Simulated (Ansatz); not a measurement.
MgAl2Sb2:

```
Sb Al Mg
1.0
     4.60384    0.00000    0.00000
    -2.30192    3.98704    0.00000
     0.00000    0.00000    7.08632
Sb Al Mg
2 2 1
Direct
  0.33333 0.66667 0.23031
  0.66667 0.33333 0.76969
  0.33333 0.66667 0.62921
  0.66667 0.33333 0.37079
  0.00000 0.00000 0.00000
```

The cell comes from a database or a generator and needn't be the stable form of this composition.

* Program: Ansatz 0.2.0
* Task: single point
* Functional: PBE
* Potentials or basis: Ansatz PAW
* Cutoff: 420 eV (not typed: the program's choice for these potentials)
* k mesh: 7 × 7 × 4
* Occupations: fermi-dirac, width 0.05 eV
* Spin: no spin polarisation

On this cell: pressure 0.2 GPa; largest force 0.089 eV/Å; band gap on the k mesh none (metal or under the smearing width).

The same run follows on a disturbed copy (atoms moved at random, drawn with an rms of 0.05 Å):

```xyz
5
Lattice="4.6038 0.0000 0.0000 -2.3019 3.9870 0.0000 0.0000 0.0000 7.0863" Properties=species:S:1:pos:R:3 pbc="T T T"
Sb    0.0013    2.6615    1.6299
Sb    2.3019    1.3224    5.4677
Al    0.0286    2.6636    4.4206
Al    2.2592    1.3297    2.6037
Mg    0.0111    0.0053    0.0138
```

Problem. What changes?

Solution. The energy (extrapolated to zero smearing) moves by +2.6 meV/atom; pressure 0.2 GPa; largest force 0.293 eV/Å; band gap on the k mesh none (metal or under the smearing width).

Forces in eV/Å, atoms in the order of the input:
```
Sb  -0.132 -0.002 -0.136
Sb   0.087  0.039 -0.141
Al  -0.110 -0.031  0.269
Al   0.176  0.004  0.045
Mg  -0.021 -0.010 -0.037
```

Stress tensor (GPa, compression positive):
```
 0.32 -0.43  0.23
-0.43  0.44  0.02
 0.23  0.02 -0.20
```
